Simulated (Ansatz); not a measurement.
# AlGaH (quartet): wave-function methods side by side at distance Al1–Ga2 = 8.127 Å, 6-31G

Aim: climb from Hartree-Fock through coupled cluster and multireference methods for AlGaH (quartet) at one geometry and basis, and see what each rung misses.

The runs use Ansatz 0.2.0, Gaussian basis; 6-31G, core rule «outside noble gas», up to 19 orbitals frozen.

To be run: UHF; CCSD(T) on ROHF; CCSD(T) on UHF; BCCD(T) on ROHF; CISD; CCSDT(Q) on ROHF; CCSDT(Q) on UHF; CASSCF and MRCISD+Q, 5 electrons in 5 orbitals; CASSCF and NEVPT2, 5 electrons in 5 orbitals; CASSCF and MRCISD+Q, 7 electrons in 9 orbitals; CASSCF and NEVPT2, 7 electrons in 9 orbitals; Full CI; Full CI in the symmetry of the determinant.

17 further runs of the same task are left out: 13 that didn't finish, 4 set aside as unsound or not needed.

## (1) What is computed

The geometry derives from a PBE0/def2-TZVP stationary point (not a proven minimum). One bond is set to the value named and the two fragments are kept rigid. No spin-orbit coupling is included. The filled d shell of Ga may be among the frozen orbitals whatever the setting's name suggests; the logs give the count.

3 atoms, charge 0, spin multiplicity 4.

Atoms are counted from 1 here; the program's logs count them from 0.

Bond lengths: Al1–H3 1.582 Å.

Coordinates:

```xyz
3

Al    0.0000    0.0000    2.1817
Ga    0.0000    0.0000   -5.9453
H     0.0000    0.0000    3.7636
```

## (2) UHF

Contents of in.yaml:

```yaml
crystal:
  periodic: [false, false, false]
  atoms:
    - {symbol: Al, position_ang: [0.000000, 0.000000, 2.181700]}
    - {symbol: Ga, position_ang: [0.000000, 0.000000, -5.945300]}
    - {symbol: H, position_ang: [0.000000, 0.000000, 3.763600]}
basis:
  gaussian: {orbitals: 6-31G}
magnetization: {spin_polarized: true, initial_magnetization: 3}
hamiltonian: {xc: hf}
output: {orbitals: {seedname: orbitals}}
```

Started as:

```console
$ ansatz run in.yaml --threads 1 --pin off --events-out ev --progress --plain --max-ram 2393MiB
```

Further steps of the session: CCSD(T) on ROHF; CCSD(T) on UHF; BCCD(T) on ROHF; CISD; CCSDT(Q) on ROHF; CCSDT(Q) on UHF; CASSCF and MRCISD+Q, 5 electrons in 5 orbitals; CASSCF and NEVPT2, 5 electrons in 5 orbitals; CASSCF and MRCISD+Q, 7 electrons in 9 orbitals; CASSCF and NEVPT2, 7 electrons in 9 orbitals; Full CI; Full CI in the symmetry of the determinant.

Before running them: what should the planned runs give, taken together? Wanted: FCI below the RHF energy; RMP2 from FCI; UMP2 from FCI; RCCSD from FCI; RCCSD(T) from FCI; UCCSD(T) from FCI; RCCSDT(Q) from FCI; UCCSDT(Q) from FCI; NEVPT2 pair from FCI.

As calculated:

```
                         quantity                                                                                                                                          value
         FCI below the RHF energy                                                                                                                                     -1.5824 eV
                    RMP2 from FCI                                                                                                                                +13.88 kcal/mol
                    UMP2 from FCI                                                                                                                                +13.73 kcal/mol
                   RCCSD from FCI                                                                                                                                 +0.40 kcal/mol
                RCCSD(T) from FCI                                                                                                                                 +0.14 kcal/mol
                UCCSD(T) from FCI                                                                                                                                 +0.12 kcal/mol
               RCCSDT(Q) from FCI                                                                                                                                  0.00 kcal/mol
               UCCSDT(Q) from FCI                                                                                                                                 -0.01 kcal/mol
             NEVPT2 pair from FCI                                                                                                                                +10.12 kcal/mol
           MRCISD+Q pair from FCI                                                                                                                                 -0.50 kcal/mol
          NEVPT2 valence from FCI                                                                                                                                 +3.20 kcal/mol
levels within 1 kcal/mol (43 meV)  RCCSD, UCCSD, RCCSD(T), UCCSD(T), BCCD(T), RCCSDT, UCCSDT, RCCSDT(Q), UCCSDT(Q), MRCISD pair, MRCISD+Q pair, MRCISD valence, MRCISD+Q valence
                    T1 diagnostic                                                                                                                                          0.020
   effectively unpaired electrons                                                                                                                                           3.05
```

RCCSD(T) lands +0.14 kcal/mol from the yardstick (0.4 % of the correlation energy). MRCISD+Q pair falls below full CI: the +Q correction isn't variational, and the cores differ from full CI's. One determinant dominates. Of the multireference levels listed MRCISD+Q valence comes nearest in total energy (+0.03 kcal/mol), which doesn't show that its space is the better one. These misses are within one basis, not against nature; the frozen cores of restricted and unrestricted runs differ, which can shift their rows.
